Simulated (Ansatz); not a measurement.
# TaHO2 (singlet): wave-function methods side by side, def2-SVP

The task here is to estimate one member of a computed series from the others.

Method: def2-SVP, core rule «outside noble gas», up to 6 orbitals frozen; program: Ansatz 0.2.0, Gaussian basis.

The runs, in order: UHF; CCSD(T) on RHF; CISD; CCSDT(Q) on RHF.

3 further runs of the same task are left out: 3 set aside as unsound or not needed. Runs told in other sessions of the task aren't counted.

### What is computed

The geometry is a PBE0/def2-TZVP stationary point (not a proven minimum). No spin-orbit coupling is included. Elements past krypton take def2 core potentials.

4 atoms, charge 0, spin multiplicity 1.

Atoms are counted from 1 here; the program's logs count them from 0.

Bond lengths: Ta1–O2 1.722 Å, Ta1–O3 1.722 Å, Ta1–H4 1.779 Å. Angles: O2–Ta1–O3 105.8°, O2–Ta1–H4 101.4°, O3–Ta1–H4 101.4°.

The first run:

in.yaml reads:

```yaml
crystal:
  periodic: [false, false, false]
  atoms:
    - {symbol: Ta, position_ang: [0.023968, -0.150867, 0.000000]}
    - {symbol: O, position_ang: [-0.085607, 0.881796, -1.373688]}
    - {symbol: O, position_ang: [-0.085607, 0.881798, 1.373686]}
    - {symbol: H, position_ang: [-1.585018, -0.910093, 0.000001]}
basis:
  gaussian: {orbitals: def2-SVP}
magnetization: {spin_polarized: true, initial_magnetization: 0}
hamiltonian: {xc: hf}
output: {orbitals: {seedname: orbitals}}
```

Started as:

```bash
$ ansatz run in.yaml --threads 1 --pin off --events-out ev --progress --plain --max-ram 2560MiB --backend cpu
```

Among the steps run: UHF; CCSD(T) on RHF; CISD; CCSDT(Q) on RHF.

One table of the session follows, with a row left open; its other results are not shown here.

It belongs to the step «Misses and costs». 

| method | from RCCSDT(Q) (kJ/mol) |
| --- | --- |
| RHF | +1511.8 |
| RMP2 | -4.3 |
| RCCSD | ? |
| RCCSD(T) | +7.3 |
| RCCSDT | +6.5 |
| RCCSDT(Q) | 0 |

Estimate the missing values for RCCSD.

As computed: from RCCSDT(Q) (kJ/mol): +86.7. In the column «from RCCSDT(Q) (kJ/mol)» it lies between RCCSD(T) (+7.3) and RHF (+1511.8).

Not comparable, so not listed: CISD (they don't share determinant, frozen orbitals or solution with the rows shown, or repeat one).
